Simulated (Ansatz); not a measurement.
Sr, space group Fm-3m, a comparison of functionals at one structure

With the Python package of Ansatz (0.2.0).

Interactive session:
```pycon
>>> import warnings
>>> import ansatz as az
>>> from tabulate import tabulate
>>> KMESH = (9, 9, 9)
>>> SMEARING = 'cold'
>>> SMEARING_WIDTH = 0.1
>>> warnings.simplefilter('ignore', az.DeckWarning)
>>> system = (
...     az.Lattice.fcc(6.0847)
...     .space_group(225)
...     .atom('Sr', (0.0, 0.0, 0.0))
...     .primitive()
... )
>>> model = (
...     system.calculation()
...     .basis(21 * az.Ha)
...     .kpoints(*KMESH)
...     .occupations(SMEARING, width=SMEARING_WIDTH)
... )
>>> rows = []
>>> for value in ['blyp', 'r2scan', 'lda', 'pbe', 'revpbe']:
...     r = model.functional(value).run(threads=1, backend='cpu').report
...     rows.append((value, r['free_energy_ev'] / len(r['lattice']['sites']), r['n_iterations'], r['n_kpoints']))
...
>>> print(tabulate(rows, headers=['functional', 'F/atom (eV)', 'iterations', 'k-points'], floatfmt='.4f', tablefmt='simple'))
functional      F/atom (eV)    iterations    k-points
------------  -------------  ------------  ----------
blyp             -3556.6016             5          35
r2scan           -3555.1096             7          35
lda              -3444.2704             5          35
pbe              -3544.2159             5          35
revpbe           -3549.0676             6          35
```

Notes:
- BLYP can be off by several per cent in the lattices of metals, and by several GPa in the pressure at a fixed cell.
- Total energies of different functionals can't be compared; pressures, moments and gaps at this one structure can.
- Timing: 7.6 s on 1 thread of Arm Neoverse V2, on a shared host, peak memory 0.48 GiB.
